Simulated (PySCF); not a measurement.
**KSb (triplet): spin, charge, geometry and surroundings**

How does KSb (triplet) answer to another spin, charge, distance or environment?

Program: PySCF 2.14.0. Level of theory: each script names its method and basis. These are calculated values, not measurements.

6 further runs of the same task are left out: 6 that didn't finish.

## (1) Where the work starts

KSb (triplet): 2 atoms, charge 0, spin multiplicity 3.

No contacts short enough for the rule that draws bonds.

## (2) Base script

input.py

```python
from pyscf import gto, dft

mol = gto.M(
    atom='K 0 0 0; Sb 0 0 3.476',
    basis='def2-svpd',
    ecp={'Sb': 'def2-svpd'},
    charge=0,
    spin=2,
    symmetry=True,
    verbose=4,
)
mf = dft.UKS(mol, xc='tpss')
mf.kernel()
mf.dip_moment()
print('orbital energies (hartree):', [e[max(0, n-3):n+3].round(4) for e, n in zip(mf.mo_energy, mol.nelec)])
```

Command:

```sh
$ OMP_NUM_THREADS=1 python input.py
```

The log of this run is left out.

In short: E(SCF) = -840.006977 Eh, 12 cycles, ⟨S²⟩ = 2.024, μ = 8.96 D.

The bond length is a typed value, not an optimised one. The triplet is typed in the script; nothing here shows that it is the ground state.

## (3) Charge +1 (quartet)

Run 1 changes charge: 0 → 1; spin (2S): 2 → 3.

input.py

```python
from pyscf import gto, dft

mol = gto.M(
    atom='K 0 0 0; Sb 0 0 3.476',
    basis='def2-svpd',
    ecp={'Sb': 'def2-svpd'},
    charge=1,
    spin=3,
    symmetry=True,
    verbose=4,
)
mf = dft.UKS(mol, xc='tpss')
mf.kernel()
mf.dip_moment()
print('orbital energies (hartree):', [e[max(0, n-3):n+3].round(4) for e, n in zip(mf.mo_energy, mol.nelec)])
```

Command:

```sh
$ OMP_NUM_THREADS=1 python input.py
```

## (4) Charge +1 (doublet)

Run 2 changes charge: 0 → 1; spin (2S): 2 → 1.

Edit input.py of step 2 so:

```diff
@@ -6,4 +6,4 @@
     ecp={'Sb': 'def2-svpd'},
-    charge=0,
-    spin=2,
+    charge=1,
+    spin=1,
     symmetry=True,
```

## (5) Electric field 0.2 a.u.

Run 3 changes electric field: none → 0.2 a.u.; point-group symmetry: on → off.

Edit input.py of step 2 so:

```diff
@@ -8,3 +8,2 @@
     spin=2,
-    symmetry=True,
     verbose=4,
@@ -12,2 +11,7 @@
 mf = dft.UKS(mol, xc='tpss')
+field = 0.2  # electric field along z, atomic units
+h = mf.get_hcore() + field*mol.intor('int1e_r')[2]
+mf.get_hcore = lambda *args: h
+e_nuc = mol.energy_nuc() - field*mol.atom_charges() @ mol.atom_coords()[:, 2]
+mf.energy_nuc = lambda *args: e_nuc
 mf.kernel()
```

What does the calculation give? Wanted: for each run, E(SCF); from base; gap, α spin; SCF dipole.

**Answer**, as computed:

| run | E(SCF) (hartree) | from base (eV) | cycles | gap, α spin (eV) | SCF dipole (D) |
| --- | --- | --- | --- | --- | --- |
| base | -840.006977 | 0 | 12 | 1.70 | 8.96 |
| charge +1 (quartet) | -839.809380 | +5.3769 | 10 | 4.14 | n/a |
| charge +1 (doublet) | -839.785609 | +6.0237 | 10 | 0.64 | n/a |
| electric field 0.2 a.u. (poor choice) | -846.184341 | not comparable | 10 | 0.31 | 125.32 |

In words: At the SCF level, going to the quartet with one electron fewer costs 5.38 eV at fixed geometry, which need not be the lowest ionisation. At the SCF level, going to the doublet with one electron fewer costs 6.02 eV at fixed geometry. Rows marked «poor choice» come from settings spoiled on purpose.
